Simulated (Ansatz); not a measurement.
# Ga3Te3As (Cm) in Ansatz: a series of runs, part 2 of 2

Ansatz 0.2.0. The steps go on from the part before.

**3. Band structure, LDA**

Input file input.yaml:

```yaml
crystal:
  lattice:
    - [6.9606365493, -2.0860307654, 0.0]
    - [6.9606365493, 2.0860307654, 0.0]
    - [-1.1393950188, 0.0, 7.2187191752]
  atoms:
    - { symbol: Te, position: [0.804741, 0.804741, 0.966337] }
    - { symbol: Te, position: [0.5738965, 0.5738965, 0.19191] }
    - { symbol: Te, position: [0.3091, 0.3091, 0.418561] }
    - { symbol: As, position: [0.066518, 0.066518, 0.685731] }
    - { symbol: Ga, position: [0.496856, 0.496856, 0.516933] }
    - { symbol: Ga, position: [0.2508765, 0.2508765, 0.73711] }
    - { symbol: Ga, position: [0.998012, 0.998012, 0.983419] }
kpoints:
  mp_grid: { grid: [7, 7, 4] }
  band_path:
    path:
      - [0.0, 0.0, 0.0]
      - [-0.5, -0.5, 1.0]
      - [0.2139371808, 0.2139371808, 1.3012891541]
      - [-0.5, -0.5, 0.5]
      - [-0.2661782054, -0.7338217946, 0.5]
    npoints: 10
scf:
  occupations: { method: fermi_dirac, width: 0.05 }
hamiltonian:
  xc: lda
  pseudopotentials: { kind: all_electron, lapw: { basis_error: 0.002 } }
output:
  forces: true
  stress: true
  eigenvalues: true
```

Potentials or basis: all-electron LAPW, scalar-relativistic.

Command:

```bash
> ansatz run input.yaml --threads 4 --pin off --max-ram 12288MiB --backend cpu --events-out ev --progress --plain --runs-dir out
```

Output:

```text
Warning: RAYON_NUM_THREADS=4 ignored (pool sized by the plan → 4); use --threads N
LAPW: plane waves up to 8.482 Å⁻¹, error target 2.0e-3 eV per atom; small_component_spin mean_spin; Ga in spheres of 1.266 Å, 21 of its electrons in bands, Dirac shells []; As in spheres of 1.241 Å, 23 of its electrons in bands, Dirac shells []; Te in spheres of 1.310 Å, 24 of its electrons in bands, Dirac shells [] (how accurate: hamiltonian.pseudopotentials.lapw.basis_error, Limitations)
Engine: ansatz 0.2.0, x86_64-unknown-linux-gnu
Pseudopotentials: kind: all_electron
Pseudopotential: Te, LAPW, valence charge 24, lapw/all_electron/scalar/gaussian/Te, Koelling and Harmon's equation, gaussian nucleus
Pseudopotential: As, LAPW, valence charge 23, lapw/all_electron/scalar/gaussian/As, Koelling and Harmon's equation, gaussian nucleus
Pseudopotential: Ga, LAPW, valence charge 21, lapw/all_electron/scalar/gaussian/Ga, Koelling and Harmon's equation, gaussian nucleus
Functional definition: SPW92
  exchange = slater_x
  correlation = pw_c
Crystal: 7 atoms, lattice volume = 209.633 Å³
Basis set: ecut = 274.09626663334785 eV, 2161 PW (Γ), FFT grids on a1−a2, a2, a3, exchange–correlation at level 2
Bands: 95, of which v1, the nominal top of the filled ones, is band 79 counted from 1 (78 counted from 0)
Symmetry: 2 space group operations
Space group: Cm (ITA 8), of the structure as read, at distance tolerance 5.9e-5 Å
k-points: 60 of 196 (time reversal used)
Non-local potential: Te, projectors of the file, none
Non-local potential: As, projectors of the file, none
Non-local potential: Ga, projectors of the file, none
Initial density: superposition of atomic densities (chi_scale 0.1, normalization cell, long waves kept (reshape's long-wave potential 0.10 eV rms))
Initial wavefunctions: plane waves of lowest kinetic energy (no species holds an atomic orbital)
Functional: x = slater, c = lda
iter 1 solved again at ethr=8.67e-4 eV; its pass at ethr=1.00e-1 eV (dr2=1.37e0 eV) is discarded
SCF iter   1: F=—  HF=-774110.773508 eV  |F-HF|=—  |Δ(HF+E_count)|=         —  Δρ=2.05e-2  dr2=1.37e0  ethr=8.67e-4  ⟨swp⟩=2.1  Hψ=36051  notcnv=0
[... 15 lines left out ...]
Free energy (F): -774110.267530 eV
Harris-Foulkes:  -774110.267530 eV  (|F-HF|=5.45e-8)
Internal energy: -774110.260098 eV  (E = F + TS)
E sigma→0 (E₀):  -774110.263814 eV
Entropy (-TS):   -0.007432 eV (-1.062 meV/atom)
Fermi energy:    8.761632 eV
--- Per-component energies (eV) ---
  E_band       = -7347.006501
  E_kinetic    = 809431.454947
  E_xc         = -22051.925689
  E_electrostatic = -1561489.789356  (all electrons and nuclei)
  E_smearing   = -0.007432  (= −TS)
  E_closure    = 0.000000  (closes the sum)
  E_atoms      = -774081.084873  (free atoms, spherical and without spin; not in F)
  Σ components = -774110.267530   (vs F -774110.267530, Δ=0.00e0)
  Basis errors (estimates in eV, not in F): energy 8.6e-4 per atom: plane waves 8.0e-4 (4.8e-4 summed), levels above the bands 3.7e-65, relativity 7.3e-9, radial functions 5.6e-5, core shells 4.0e-8; eigenvalues (radial functions only) 1.9e-6; not estimated: angular momenta, meshes, grids; target (lapw.basis_error) 2.0e-3; muffin-tin radii Ga 1.266 Å, As 1.241 Å, Te 1.310 Å
--- Forces (eV/Å), atoms counted from 1 ---
  atom   1  Te     0.09852911     0.00000000    -0.17092686
  atom   2  Te    -0.12920435     0.00000000    -0.06964670
  atom   3  Te     0.10324493    -0.00000000     0.26208683
  atom   4  As    -0.05479684     0.00000000     0.03223481
  atom   5  Ga    -0.01892802     0.00000000    -0.04749877
  atom   6  Ga    -0.02898620    -0.00000000    -0.02362274
  atom   7  Ga     0.03014177    -0.00000000     0.01737979
  max |Σ_I F_I| component: 6.37e-6 eV/Å
--- Stress (GPa, compression-positive) ---
       -3.865211      -0.000000       0.040526
       -0.000000      -3.626436       0.000000
        0.040526       0.000000      -3.855711
  P = ⅓ Tr σ = -3.7825 GPa (-37.825 kbar)
--- Band table (eV; the first three rows and the last of 60) ---
  k-point 0: bands = ["-175.7440", "-150.4842", "-150.4739", "-149.8002", "-134.8084", "-134.6378", "-134.6353", "-119.6672", "-119.6571", "-119.6521", "-100.7284", "-100.7164", "-100.7159", "-100.7152", "-100.6607", "-100.6399", "-100.0871", "-100.0505", "-99.9150", "-86.0429", "-86.0351", "-86.0119", "-85.8884", "-85.8668", "-85.8653", "-85.8483", "-85.8415", "-85.8388", "-28.3367", "-28.3324", "-28.3319", "-28.3299", "-28.2809", "-28.2709", "-28.2594", "-28.2573", "-28.2552", "-28.2361", "-27.7140", "-27.7037", "-27.5780", "-27.5443", "-27.5206", "-27.2219", "-27.2138", "-27.2129", "-27.2058", "-27.2024", "-6.9096", "-6.8892", "-6.8796", "-6.8423", "-6.8326", "-6.7517", "-6.7442", "-6.7218", "-6.7067", "-6.7014", "-6.6955", "-6.6739", "-6.6723", "-6.6594", "-6.6563", "-4.0542", "-2.9024", "-2.5646", "-2.1073", "1.7821", "1.9672", "3.5599", "4.8837", "5.5789", "6.1131", "6.4654", "6.9403", "7.2732", "7.8488", "8.0484", "8.2422", "8.7663", "9.3101", "9.9685", "11.3386", "11.6693", "11.7264", "12.0308", "12.3630", "12.6152", "13.5059", "13.7650", "14.1762", "14.3039", "14.7839", "15.4342", "15.8590"]
  k-point 1: bands = ["-175.7440", "-150.4842", "-150.4739", "-149.8002", "-134.8084", "-134.6378", "-134.6353", "-119.6672", "-119.6571", "-119.6521", "-100.7284", "-100.7164", "-100.7159", "-100.7152", "-100.6607", "-100.6399", "-100.0871", "-100.0505", "-99.9150", "-86.0429", "-86.0351", "-86.0119", "-85.8884", "-85.8668", "-85.8653", "-85.8483", "-85.8415", "-85.8388", "-28.3367", "-28.3324", "-28.3319", "-28.3299", "-28.2809", "-28.2709", "-28.2594", "-28.2573", "-28.2552", "-28.2361", "-27.7140", "-27.7037", "-27.5780", "-27.5443", "-27.5206", "-27.2219", "-27.2138", "-27.2129", "-27.2058", "-27.2024", "-6.9088", "-6.8890", "-6.8795", "-6.8422", "-6.8325", "-6.7531", "-6.7440", "-6.7222", "-6.7067", "-6.7015", "-6.6958", "-6.6741", "-6.6722", "-6.6594", "-6.6563", "-3.9374", "-3.0666", "-2.6555", "-2.0550", "1.7431", "2.3621", "3.8416", "4.5721", "5.8030", "6.1759", "6.2151", "6.5169", "6.9095", "7.0962", "7.7797", "8.5756", "9.2772", "9.8989", "10.0411", "11.2470", "11.6981", "12.1376", "12.1521", "12.5793", "12.9032", "13.4256", "13.7985", "14.0254", "14.2603", "15.2760", "15.8027", "16.1805"]
  k-point 2: bands = ["-175.7440", "-150.4842", "-150.4739", "-149.8002", "-134.8084", "-134.6378", "-134.6353", "-119.6672", "-119.6571", "-119.6521", "-100.7284", "-100.7164", "-100.7159", "-100.7152", "-100.6607", "-100.6399", "-100.0871", "-100.0505", "-99.9150", "-86.0429", "-86.0351", "-86.0119", "-85.8884", "-85.8668", "-85.8653", "-85.8483", "-85.8415", "-85.8388", "-28.3367", "-28.3324", "-28.3319", "-28.3299", "-28.2809", "-28.2709", "-28.2594", "-28.2573", "-28.2552", "-28.2361", "-27.7140", "-27.7037", "-27.5780", "-27.5443", "-27.5206", "-27.2219", "-27.2138", "-27.2129", "-27.2058", "-27.2024", "-6.9079", "-6.8888", "-6.8794", "-6.8421", "-6.8324", "-6.7544", "-6.7439", "-6.7225", "-6.7068", "-6.7015", "-6.6960", "-6.6742", "-6.6721", "-6.6594", "-6.6563", "-3.7213", "-3.3798", "-2.6345", "-2.0659", "1.8006", "2.7232", "4.2238", "4.6527", "4.8955", "5.9291", "6.3821", "6.5572", "6.8776", "6.8898", "7.3317", "8.3962", "9.8293", "10.0341", "10.3095", "11.1002", "11.7153", "12.6974", "12.7186", "12.8883", "13.1800", "13.2728", "13.7057", "13.7676", "14.7082", "14.9930", "15.2754", "15.8161"]
  k-point 59: bands = ["-175.7440", "-150.4842", "-150.4739", "-149.8002", "-134.8084", "-134.6378", "-134.6353", "-119.6672", "-119.6571", "-119.6521", "-100.7284", "-100.7164", "-100.7159", "-100.7152", "-100.6607", "-100.6399", "-100.0871", "-100.0505", "-99.9150", "-86.0429", "-86.0351", "-86.0119", "-85.8884", "-85.8668", "-85.8653", "-85.8483", "-85.8415", "-85.8388", "-28.3364", "-28.3323", "-28.3321", "-28.3296", "-28.2809", "-28.2710", "-28.2594", "-28.2574", "-28.2550", "-28.2359", "-27.7140", "-27.7037", "-27.5781", "-27.5444", "-27.5203", "-27.2218", "-27.2138", "-27.2129", "-27.2059", "-27.2023", "-6.9097", "-6.8875", "-6.8830", "-6.8416", "-6.8337", "-6.7569", "-6.7434", "-6.7186", "-6.7135", "-6.6980", "-6.6952", "-6.6752", "-6.6691", "-6.6634", "-6.6547", "-3.3319", "-3.1102", "-2.9084", "-2.3883", "2.6363", "2.8270", "3.0242", "5.0808", "5.5481", "5.7832", "6.0185", "6.1430", "6.4011", "6.5299", "6.7754", "8.1183", "10.0551", "10.1747", "10.5458", "11.1237", "11.4644", "11.6459", "12.0160", "13.0512", "13.1894", "13.3866", "13.6035", "14.0278", "14.6893", "15.2029", "15.2912", "16.0387"]
```

Wall time 4.1 min (4 threads of Intel Xeon Platinum 8259CL at 2.50GHz (Skylake/Cascade Lake), shared host); peak memory 1.8 GiB.

Results:

| Quantity | Value |
| --- | --- |
| Free energy | -774110.2675 eV |
| Pressure | -3.8 GPa |
| Largest force | 0.282 eV/Å |
| Band gap along the path | none (metal or under the smearing width) |

Forces on the atoms (eV/Å):
```
Te   0.099  0.000 -0.171
Te  -0.129  0.000 -0.070
Te   0.103  0.000  0.262
As  -0.055  0.000  0.032
Ga  -0.019  0.000 -0.047
Ga  -0.029  0.000 -0.024
Ga   0.030  0.000  0.017
```

Stress tensor (GPa, compression positive):
```
-3.87  0.00  0.04
 0.00 -3.63  0.00
 0.04  0.00 -3.86
```

Levels at the corners of the path, in eV from the Fermi level:
```tsv
point	band 77	band 78	band 79	band 80	band 81	band 82
Γ	-0.91	-0.71	-0.52	0.00	0.55	1.21
Y	-1.52	-1.16	-0.04	0.02	0.21	0.43
F	-1.80	-1.37	-0.24	0.57	1.06	1.30
L	-2.24	-1.59	-0.11	0.87	1.01	1.34
I	-2.21	-2.00	-1.12	0.57	0.59	0.96
```

Caveat: spin-orbit coupling is left out, which moves the levels of the heavy elements.
